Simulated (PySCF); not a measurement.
# CH6B2O: the cost of one run

The runs use PySCF 2.14.0, with density-fitted response routines of our own; the level of theory stands in each step. All values are computed, except where a source is named. Atoms are numbered from 0 throughout.

## Step 1: Starting geometry

10 atoms, charge 0, multiplicity 1; geometry from: PBE0-D3(BJ)/def2-SVP.

Bonds of the start (Å): B0–O1 1.33, O1–B2 1.34, B2–C3 1.56, B0–H4 1.21, B0–H5 1.21, B2–H6 1.21, C3–H7 1.10, C3–H8 1.10, C3–H9 1.10.

## Step 2: Indirect couplings: B3LYP/cc-pVTZ

The job: settings as JSON, then the geometry in Å.

```
{"job": {"kind": "j", "xc": "B3LYP", "basis": "cc-pVTZ"}, "charge": 0, "multiplicity": 1}
B      2.231594    -0.387610     0.237608
O      1.056999     0.134421    -0.108633
B     -0.130028     0.651699    -0.462469
C     -1.452259    -0.174274    -0.328057
H      2.614438    -0.251345     1.378302
H      2.874815    -0.982529    -0.598334
H     -0.120371     1.787523    -0.890443
H     -1.922209    -0.280524    -1.321134
H     -1.313819    -1.173830     0.108237
H     -2.180576     0.387229     0.281577
```

Method: B3LYP/cc-pVTZ indirect spin-spin coupling, non-relativistic, gas phase.

Command:

```bash
$ OMP_NUM_THREADS=1 python probes_run.py task.json out
```

The driver reads the jobs from task.json and runs them one after another.

**Question.** How long does this first job take on 1 thread of Arm Neoverse V1, shared host, and how much memory does it need?

About 14 s, with a peak of 0.75 GiB.
